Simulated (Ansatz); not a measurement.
# Pb (fcc type): the cost of one run

Computed with Ansatz 0.2.0 (DFT PBEsol, with the methods named in each step, unless a step's input says otherwise).

1 further run of the same task is left out (it didn't finish). Runs told in other sessions of the task aren't counted.

## (1) The system as given

It takes space group Fm-3m (No. 225, cubic). The conventional cell has a = 4.935 Å, b = 4.935 Å, c = 4.935 Å, α = 90.00°, β = 90.00°, γ = 90.00°. Pb (site symmetry m-3m) is surrounded by 12 Pb at 3.49 Å.

Coordinates:

```
Pb
1.0
     0.00000    2.46734    2.46734
     2.46734    0.00000    2.46734
     2.46734    2.46734    0.00000
Pb
1
Direct
  0.00000 0.00000 0.00000
```

Whether this phase is the stable one at these pressures isn't tested.

## (2) The reference volume, LAPW

File input.yaml:

```yaml
crystal:
  lattice:
    - [0.0, 2.4673439361, 2.4673439361]
    - [2.4673439361, 0.0, 2.4673439361]
    - [2.4673439361, 2.4673439361, 0.0]
  atoms:
    - { symbol: Pb, position: [0.0, 0.0, 0.0] }
kpoints:
  mp_grid: { grid: [15, 15, 15] }
  band_path:
    path:
      - [0.0, 0.0, 0.0]
      - [0.5, 0.0, 0.5]
      - [0.625, 0.25, 0.625]
      - [0.375, 0.375, 0.75]
      - [0.0, 0.0, 0.0]
      - [0.5, 0.5, 0.5]
      - [0.5, 0.25, 0.75]
      - [0.5, 0.0, 0.5]
    npoints: 14
scf:
  occupations: { method: fermi_dirac, width: 0.1 }
hamiltonian:
  xc: pbesol
  pseudopotentials: { kind: all_electron, lapw: { basis_error: 0.001 } }
output:
  forces: true
  stress: true
  eigenvalues: true
  populations: true
  dos: { projected: true, de: 0.2, e_range: [-14, 8] }
```

On the command line:

```
$ ansatz run input.yaml --threads 1 --pin off --max-ram 2048MiB --backend cpu --events-out ev --progress --plain --runs-dir out
```

**Question.** How long does this run take on 1 thread of Arm Neoverse V1, shared host, and how much memory does it need?

About 15 s, with a peak of 0.31 GiB.
